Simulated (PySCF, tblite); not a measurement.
# C₄H₃BF₂O: geometry, infrared bands and NMR shifts

Wanted: the infrared bands and NMR shifts of C₄H₃BF₂O (`C=C=C(C=O)B(F)F`), by calculation.

Programs: tblite 0.8.0 and PySCF 2.14.0, with density-fitted response routines of our own. Each step states its level of theory. These are calculated values for one molecule in the gas phase, unless marked as measured. Atoms are numbered from 0 throughout.

### Step 1. The molecule as given

11 atoms, charge 0, multiplicity 1; geometry from: force field or distance geometry start.

Bonds of the start (Å): C0–C1 1.32, C1–C2 1.28, C2–C3 1.44, C3–O4 1.26, C2–B5 1.54, B5–F6 1.45, B5–F7 1.45, C0–H8 1.06, C0–H9 1.05, C3–H10 1.08.

### Step 2. Geometry optimisation with GFN2-xTB

Job settings and geometry (Å):

```
{"job": {"kind": "relax", "xc": "GFN2-xTB", "basis": "xTB"}, "charge": 0, "multiplicity": 1}
C      2.048100    -0.382300     0.323100
C      0.759200    -0.190000     0.110400
C     -0.494000     0.008000    -0.074600
C     -1.320500    -1.152800    -0.284800
O     -0.826400    -2.315500    -0.249700
B     -0.984700     1.469500    -0.080300
F     -1.010800     2.219100     1.160500
F     -0.774100     2.256100    -1.276100
H      2.343700    -0.499300     1.336400
H      2.646000    -0.395200    -0.546000
H     -2.380900    -1.015100    -0.444800
```

Run with:

```sh
$ OMP_NUM_THREADS=1 python probes_run.py task.json out
```

This one command runs all jobs of the session in turn.

**Question.** This job is followed by: GFN2-xTB harmonic vibrations, gas phase; GIAO PBE0/pcSseg-1 NMR shielding, non-relativistic, gas phase. Predict these results of the whole session: strongest single infrared mode (GFN2-xTB); zero-point energy (GFN2-xTB); 13C shifts against TMS (PBE0/pcSseg-1); 1H shifts against TMS (PBE0/pcSseg-1, means over atoms taken as alike); 17O shifts against H2O (PBE0/pcSseg-1); 11B shifts against BF3·OEt2 (PBE0/pcSseg-1); 19F shifts against CFCl3 (PBE0/pcSseg-1, means over atoms taken as alike).

The runs gave:

| quantity | value |
| --- | --- |
| strongest single infrared mode (GFN2-xTB) | 2036 cm⁻¹, 532 km/mol |
| zero-point energy (GFN2-xTB) | 39.3 kcal/mol |
| 13C shifts against TMS (PBE0/pcSseg-1) | 242.0, 192.4, 94.6, 80.4 ppm |
| 1H shifts against TMS (PBE0/pcSseg-1, means over atoms taken as alike) | 9.83, 5.57 ppm |
| 17O shifts against H2O (PBE0/pcSseg-1) | 693.8 ppm |
| 11B shifts against BF3·OEt2 (PBE0/pcSseg-1) | 24.4 ppm |
| 19F shifts against CFCl3 (PBE0/pcSseg-1, means over atoms taken as alike) | -81.8 ppm |

**Reading.** The optimisation took 109 steps and gained 1.281 eV; among the close pairs (by a distance rule), B5–F6 changed most, from 1.450 to 1.318 Å. No mode is imaginary among the 27: a minimum at this level. The strongest single mode, at 2036 cm⁻¹, moves mainly C1. GFN2-xTB is a fitted tight-binding method: band positions and strengths are rough. Its intensities can rank the bands wrongly. C1 (central carbon of an allene) lies farthest downfield among carbon, at 242.0 ppm; the central sp carbon of an allene is among the most deshielded carbons of hydrocarbons. H10 (hydrogen on an aldehyde carbonyl carbon) lies farthest downfield among hydrogen, at 9.83 ppm; the formyl region, downfield of aromatic protons. At PBE0/pcSseg-1: The largest span, 1417 ppm, is at O4, where the paramagnetic term is -758 ppm.
